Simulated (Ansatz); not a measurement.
**CH6N2Si: rigid scan of one bond length**

How does the energy of CH6N2Si change as one bond is stretched? Aim: a rigid scan of one bond length, for CH6N2Si, run from a script.

Program: Ansatz 0.2.0, driven from Python. Level of theory: r2SCAN/cc-pVDZ. These are calculated values, not measurements.

## 1. The system

Bond lengths: N1–Si2 1.625 Å, Si2–C3 1.830 Å, Si2–N4 1.720 Å, C3–N4 1.422 Å, N1–H5 1.012 Å, N1–H6 1.056 Å, Si2–H7 1.493 Å, C3–H8 1.148 Å, C3–H9 1.046 Å, N4–H10 0.949 Å. Angles (14 of 18 angles, heavy atoms first): N1–Si2–C3 114.3°, N1–Si2–N4 95.0°, C3–Si2–N4 47.1°, Si2–C3–N4 62.4°, Si2–N4–C3 70.5°, N1–Si2–H7 114.5°, C3–Si2–H7 121.4°, N4–Si2–H7 98.6°, Si2–N1–H5 111.6°, Si2–N1–H6 107.4°, Si2–C3–H8 114.7°, Si2–C3–H9 116.7°, N4–C3–H8 112.4°, N4–C3–H9 124.1°.

No structure file is read: the coordinates are typed or built in the script.

## 2. The script

ch6n2si_scan.py reads:

```python
import ansatz as az
import numpy as np

geometry_ang = [
    ("N", [-1.5659, 0.6951, 0.2529]),
    ("Si", [-0.0368, 0.4365, 0.7397]),
    ("C", [0.7029, -1.1123, 0.1063]),
    ("N", [0.5351, -0.0393, -0.8112]),
    ("H", [-2.0164, -0.1652, -0.0305]),
    ("H", [-1.5211, 1.2263, -0.6587]),
    ("H", [0.7775, 1.6768, 0.907]),
    ("H", [1.8024, -1.2724, 0.3964]),
    ("H", [0.0982, -1.9657, 0.1275]),
    ("H", [1.3074, 0.4691, -1.0265]),
]
system = az.Crystal.molecule()
for symbol, xyz in geometry_ang:
    system = system.atom(symbol, xyz)

symbols = [site.symbol for site in system.cartesian_sites]
start = np.array([site.position_ang for site in system.cartesian_sites])
axis = (start[5] - start[0]) / np.linalg.norm(start[5] - start[0])
moving = [5]
lengths, energies = [0.9, 0.97, 1.06, 1.16, 1.32, 1.58, 1.9, 2.32], []
for length in lengths:
    xyz = start.copy()
    xyz[moving] += (length - np.linalg.norm(start[5] - start[0])) * axis
    point = az.Crystal.molecule()
    for symbol, xyz in zip(symbols, xyz):
        point = point.atom(symbol, xyz.tolist())
    model = point.calculation().basis(gaussian="cc-pVDZ").functional("r2scan").spin("collinear")
    report = model.run().report
    energies.append(report["free_energy_ev"])
    print(f"r = {length:6.3f} A  E = {energies[-1]:.5f} eV  <S^2> = {abs(report['mean_field']['state']['spin_squared']):.3f}")

print("energy above the lowest point (eV):", [round(e - min(energies), 3) for e in energies])
```

## 3. The input behind the calls

The package turns the script's settings into the engine's input (first run):

```yaml
crystal:
  periodic: [false, false, false]
  atoms:
    - { symbol: "N", position_ang: [-1.5659, 0.6951, 0.2529] }
    - { symbol: Si, position_ang: [-0.0368, 0.4365, 0.7397] }
    - { symbol: C, position_ang: [0.7029, -1.1123, 0.1063] }
    - { symbol: "N", position_ang: [0.5351, -0.0393, -0.8112] }
    - { symbol: H, position_ang: [-2.0164, -0.1652, -0.0305] }
    - { symbol: H, position_ang: [-1.5277191925312414, 1.147815288558136, -0.5240112519758978] }
    - { symbol: H, position_ang: [0.7775, 1.6768, 0.907] }
    - { symbol: H, position_ang: [1.8024, -1.2724, 0.3964] }
    - { symbol: H, position_ang: [0.0982, -1.9657, 0.1275] }
    - { symbol: H, position_ang: [1.3074, 0.4691, -1.0265] }
basis:
  gaussian:
    orbitals: cc-pVDZ
hamiltonian:
  xc: r2scan
magnetization:
  spin_polarized: true
```

## 4. Launch

Launch:

```bash
$ python ch6n2si_scan.py
```

**Question.** What results will this script give? Wanted: range of energy; lowest point, distance.

**Answer**, as computed:

```
                  quantity     value
             runs compared         8
           range of energy  3.948 eV
lowest point, distance (Å)      1.06
```

The curve has its lowest point inside the range, at 1.06. The ends stand 0.39 and 3.95 eV above it. The distance scanned is the script's pair 0, 5. <S²> moves from 0.00 to 0.89: along the scan the mean field breaks spin symmetry. Caveats:
- The rest of the molecule is held rigid at a force-field or estimated start geometry, and the basis set is modest; single-reference methods fail as a bond breaks.
